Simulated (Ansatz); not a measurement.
# F₃HHfO: how energies converge with the basis set

The task here is to estimate one member of a computed series from the others.

The runs use Ansatz 0.2.0, Gaussian basis; one geometry, several basis sets.

The runs, in order: PBE0-D4/def2-SVP; ωB97M-V/def2-SVP; PBE0-D4/def2-QZVPP; ωB97M-V/def2-QZVPP; the functionals' def2-TZVPP values are taken from earlier runs.

**The geometry**

An earlier PBE0-D4 in a triple-zeta def2 set relaxation fixed the geometry. Hf takes the def2 core potential; no spin-orbit term is included.

SMILES `[OH][Hf]([F])([F])[F]`, 6 atoms, charge 0, spin multiplicity 1.

Atoms are counted from 1 here; the program's logs count them from 0.

Bond lengths: O1–Hf2 1.901 Å, O1–H6 0.951 Å, Hf2–F3 1.906 Å, Hf2–F4 1.906 Å, Hf2–F5 1.906 Å. Angles: Hf2–O1–H6 179.1°, O1–Hf2–F3 110.1°, O1–Hf2–F4 110.0°, O1–Hf2–F5 110.1°, F3–Hf2–F4 108.9°, F3–Hf2–F5 108.8°, F4–Hf2–F5 108.9°.

As a file:

```xyz
6
charge 0, multiplicity 1
O    -0.99526    0.58085    0.83337
Hf    0.32976   -0.20206   -0.28255
F     1.52203   -1.26214    0.76086
F    -0.49432   -1.31228   -1.59507
F     1.32921    1.16007   -1.16568
H    -1.64942    0.97157    1.40296
```

Set-up of the first run:

File in.yaml:

```yaml
crystal:
  periodic: [false, false, false]
  atoms:
    - {symbol: O, position_ang: [-0.995255, 0.580849, 0.833375]}
    - {symbol: Hf, position_ang: [0.329756, -0.202065, -0.282547]}
    - {symbol: F, position_ang: [1.522027, -1.262144, 0.760858]}
    - {symbol: F, position_ang: [-0.494316, -1.312276, -1.595074]}
    - {symbol: F, position_ang: [1.329208, 1.160070, -1.165677]}
    - {symbol: H, position_ang: [-1.649418, 0.971566, 1.402964]}
basis:
  gaussian: {orbitals: def2-SVP}
hamiltonian: {xc: pbe0, dispersion: d4}
output: {orbitals: {seedname: orbitals}}
```

Among the steps run: PBE0-D4 in def2-SVP; ωB97M-V in def2-SVP; PBE0-D4 in def2-QZVPP; ωB97M-V in def2-QZVPP.

One of the session's tables, all rows but one given; the rest of the session is left out.

It belongs to the step «Density functionals: the series». 

| functional | basis | HOMO (eV) |
| --- | --- | --- |
| PBE0-D4 | def2-SVP | -10.10 |
| PBE0-D4 | def2-TZVPP | -10.24 |
| PBE0-D4 | def2-QZVPP | ? |
| ωB97M-V | def2-SVP | -12.57 |
| ωB97M-V | def2-TZVPP | -12.73 |
| ωB97M-V | def2-QZVPP | -12.77 |

Q: Estimate the row for PBE0-D4, def2-QZVPP from the others.

The run gave: HOMO (eV): -10.27. In the column «HOMO (eV)» it lies between ωB97M-V, def2-SVP (-12.57) and PBE0-D4, def2-TZVPP (-10.24).
